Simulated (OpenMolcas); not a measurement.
# Ru⁴⁺ with 6 ligands (chloride): CASSCF and CASPT2 levels and susceptibility

Aim: the ligand-field states of Ru⁴⁺ in this surrounding, its lowest levels with spin-orbit coupling and its magnetic susceptibility.

Method: state-averaged CASSCF and CASPT2, spin-orbit coupling by RASSI with atomic mean-field integrals. Code: OpenMolcas 26.06.

## Step 1: What is computed

| Quantity | Value |
| --- | --- |
| Species | Ru⁴⁺ (ruthenium, Z = 44, 40 electrons) |
| Basis | ANO-RCC-VDZP [6s5p3d1f], 151 functions with the ligands |
| Scalar Hamiltonian | DKH2, point nucleus |
| Inactive shells | 1s 2s 2p 3s 3p 3d 4s 4p of the metal, and all ligand shells |
| Active space | 4 electrons in 5 orbitals (4d) |
| Some configurations of this space | 4d⁴ |
| Orbitals | optimised for each spin and parity, averaged over all roots |

Outer shells as boxes (Hund's rule):

4d4
```
4d [↑ ][↑ ][↑ ][↑ ][  ]
```

Ru⁴⁺ is taken with 6 ligands (chloride) in trigonal antiprism coordination (D3d) at 2.38 Å, a polar angle of 58.6° against the regular 54.74°. A charge of +0.333 e stands 3.2 Å behind each ligand. Ligand basis ANO-RCC-VDZP. The distances are assumed, not relaxed.

```xyz
7

Ru    0.0000    0.0000    0.0000
Cl    0.0000    2.0307    1.2412
Cl   -1.7587   -1.0154    1.2412
Cl    1.7587   -1.0154    1.2412
Cl    0.0000   -2.0307   -1.2412
Cl    1.7587    1.0154   -1.2412
Cl   -1.7587    1.0154   -1.2412
```

Each step is its own input file, run in one work folder so that later steps find the files of earlier ones. Labels, J, g values, rates, χT and fits are worked out afterwards by a script from the matrices that RASSI stores. The input lists half of the charges; inversion (Group=XYZ) makes the rest.

## Step 2: One- and two-electron integrals

Contents of a.inp:

```
&GATEWAY
Coord
7

Ru 0.0 0.0 0.0
Cl 0.000000 2.030739 1.241169
Cl -1.758671 -1.015369 1.241169
Cl 1.758671 -1.015369 1.241169
Cl 0.000000 -2.030739 -1.241169
Cl 1.758671 1.015369 -1.241169
Cl -1.758671 1.015369 -1.241169
Basis=Ru.ANO-RCC-VDZP,Cl.ANO-RCC-VDZP
Group=XYZ
NoMove
AngMom=0.0 0.0 0.0
AMFI
RICD
XField
3 Angstrom 0
0.000000 4.761144 2.909967 0.333333
4.123271 -2.380571 2.909968 0.333333
4.123271 2.380571 -2.909968 0.333333
&SEWARD
```

Launch:

```sh
$ OMP_NUM_THREADS=1 MOLCAS_MEM=2457 MOLCAS_PROJECT=a pymolcas a.inp > a.log
```

## Step 3: Reference wave functions, quintets of even parity, 5 roots

Contents of a.inp:

```
&RASSCF
FileOrb=start.orb
Symmetry=1
Spin=5
nActEl=4 0 0
Inactive=36 36
Ras2=5 0
CIRoot=5 5 1
SDav=5
CIMx=300
Iter=150 100
PrWF=0.3
OrbListing=Nothing
MaxOrb=0
LevShft=1.0
>>> COPY $Project.JobIph JOB001
```

start.orb holds start orbitals that the driver prepared beforehand, or those of the step before.

## Step 4: Reference wave functions, triplets of even parity, 45 roots

Contents of a.inp:

```
&RASSCF
FileOrb=start.orb
Symmetry=1
Spin=3
nActEl=4 0 0
Inactive=36 36
Ras2=5 0
CIRoot=45 45 1
SDav=45
CIMx=300
Iter=150 100
PrWF=0.3
OrbListing=Nothing
MaxOrb=0
LevShft=1.0
>>> COPY $Project.JobIph JOB002
```

## Step 5: CASSCF: singlets of even parity, 50 roots

Contents of a.inp:

```
&RASSCF
FileOrb=start.orb
Symmetry=1
Spin=1
nActEl=4 0 0
Inactive=36 36
Ras2=5 0
CIRoot=50 50 1
SDav=50
CIMx=300
Iter=150 100
PrWF=0.3
OrbListing=Nothing
MaxOrb=0
LevShft=1.0
>>> COPY $Project.JobIph JOB003
```

## Step 6: State interaction with spin-orbit coupling

Contents of a.inp:

```
&RASSI
NrOfJobIphs=3 5 45 50
1 2 3 4 5
1 2 3 4 5 6 7 8 9 10 11 12 13 14 15 16 17 18 19 20 21 22 23 24 25 26 27
28 29 30 31 32 33 34 35 36 37 38 39 40 41 42 43 44 45
1 2 3 4 5 6 7 8 9 10 11 12 13 14 15 16 17 18 19 20 21 22 23 24 25 26 27
28 29 30 31 32 33 34 35 36 37 38 39 40 41 42 43 44 45 46 47 48 49 50
IphNames
JOB001
JOB002
JOB003
EJob
SpinOrbit
DIPRint=1.0
SOCoupling=1000.0
Subsets=2
Property=9
'ANGMOM' 1 'ANGMOM' 2 'ANGMOM' 3 'MLTPL  1' 1 'MLTPL  1' 2 'MLTPL  1' 3
'AMFI' 1 'AMFI' 2 'AMFI' 3
SOProperty=3
'ANGMOM' 1 'ANGMOM' 2 'ANGMOM' 3
```

## Step 7: CASPT2: IPEA 0.25, imaginary shift 0.1 (closed shells correlated: 4s 4p of the metal, with ligand shells; the Frozen line counts the rest)

Contents of a.inp:

```
>>> COPY JOB001 $Project.JobIph
&CASPT2
Multistate=5 1 2 3 4 5
NoMult
Frozen=23 21
IPEA=0.25
Imaginary=0.1
MaxIter=60
WThr=0.0 0.3 0.05
PrWF=0.5
NoMix
>>> COPY JOB002 $Project.JobIph
&CASPT2
Multistate=45 1 2 3 4 5 6 7 8 9 10 11 12 13 14 15 16 17 18 19 20 21 22
23 24 25 26 27 28 29 30 31 32 33 34 35 36 37 38 39 40 41 42 43 44 45
NoMult
Frozen=23 21
IPEA=0.25
Imaginary=0.1
MaxIter=60
WThr=0.0 0.3 0.05
PrWF=0.5
NoMix
>>> COPY JOB003 $Project.JobIph
&CASPT2
Multistate=50 1 2 3 4 5 6 7 8 9 10 11 12 13 14 15 16 17 18 19 20 21 22
23 24 25 26 27 28 29 30 31 32 33 34 35 36 37 38 39 40 41 42 43 44 45 46
47 48 49 50
NoMult
Frozen=23 21
IPEA=0.25
Imaginary=0.1
MaxIter=60
WThr=0.0 0.3 0.05
PrWF=0.5
NoMix
```

(Steps that only read results are left out.)

Before running it: what results should come out? Wanted: spin-free ground state; first state of the same spin within the active space; lowest level; next level.

The runs gave:

```
                                            quantity                                                                                                                                          value
                                              method  SS-CASPT2, IPEA 0.25, imaginary shift 0.1 (closed shells correlated: 4s 4p of the metal, with ligand shells; the Frozen line counts the rest)
                              spin-free ground state                                                                                                                 3E, 2-fold in its orbital part
first state of the same spin within the active space                                                                                                                               3A2 at 90.6 cm⁻¹
                                        lowest level                                                                                                                                      1-fold A1
                                          next level                                                                                                                                     736.2 cm⁻¹
                                         χT at 300 K                                                                                                                                 1.05 cm³ K/mol
                           effective moment at 300 K                                                                                                                                        2.90 μB
```

Cost by method:

```csv
method,time of its own steps,time with the reference
A. CASSCF,68 s,68 s
"B. SS-CASPT2, IPEA 0.25, imaginary shift 0.1, +4s 4p",5.6 min,6.8 min
```

Times are of one thread on a shared host.

What this shows: The spin-free ground state (3E) is 2-fold and has less than the highest spin computed. χT at 300 K is 1.05, against 1.00 cm³ K/mol for the spin alone; near agreement at one temperature doesn't show that the orbital moment is quenched. CASPT2 does not keep the components of a term degenerate, and the means are used. With metal d orbitals alone active, the gaps between spin states are rough; where two lie within a few thousand cm-1, their order is open. The bonds are covalent and no ligand orbital is active, so the numbers are rough.
